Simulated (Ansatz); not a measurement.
# I3In: the cost of one run

Computed with the Python package of Ansatz 0.2.0. Level of theory: MP2/def2-SVP.

## (1) The system

Bond lengths: I1–In2 3.047 Å, In2–I3 2.896 Å, In2–I4 2.874 Å. Angles: I1–In2–I3 105.1°, I1–In2–I4 106.0°, I3–In2–I4 120.7°.

No structure file is read: the coordinates are typed or built in the script.

## (2) The script

Input file deck.py:

```python
"""Run I3In from an input written out key by key."""

import ansatz as az


def main() -> None:
    deck = {
        "crystal": {
            "periodic": [False, False, False],
            "atoms": [
                {"symbol": "I", "position_ang": [-0.0358, 0.5078, 2.6816]},
                {"symbol": "In", "position_ang": [-0.5681, -0.3756, -0.1851]},
                {"symbol": "I", "position_ang": [1.5661, -2.2307, -0.8098]},
                {"symbol": "I", "position_ang": [-0.9067, 2.0382, -1.707]},
            ],
        },
        "basis": {"gaussian": {"orbitals": "def2-SVP"}},
        "correlation": {"method": "mp2"},
    }
    session = az.Session.from_dict(deck)
    summary = session.plan(threads=1).execute().report

    print(f"E = {summary['free_energy_ev']:.6f} eV = {summary['free_energy_ev'] / 27.211386246:.7f} Ha")
    print("converged:", summary["converged"], " doubts:", summary["published_state_doubts"] or "none")
    symbols = ["I", "In", "I", "I"]
    print("correlation energy", round(summary["free_energy_ev"] - summary["reference_energy_ev"], 5), "eV")
    cluster = summary["correlation"].get("coupled_cluster")
    if cluster:
        print("cycles", cluster["cycles"], " T1 diagnostic", round(cluster["t1_diagnostic"], 4), " largest double", round(cluster["largest_double"], 4))
    state = summary["mean_field"]["state"]
    print(f"mean field: {state['energy']['hartree']:.7f} Ha, <S^2> = {abs(state['spin_squared']):.4f}, stability: {state.get('stability', {}).get('kind')}")


if __name__ == "__main__":
    main()
```

## (3) Running it

Run with:

```
python deck.py
```

**Question.** How long does this script take on 1 thread of Arm Neoverse V1, shared host, and how much memory does it need?

About 5.4 s, with a peak of 0.31 GiB.
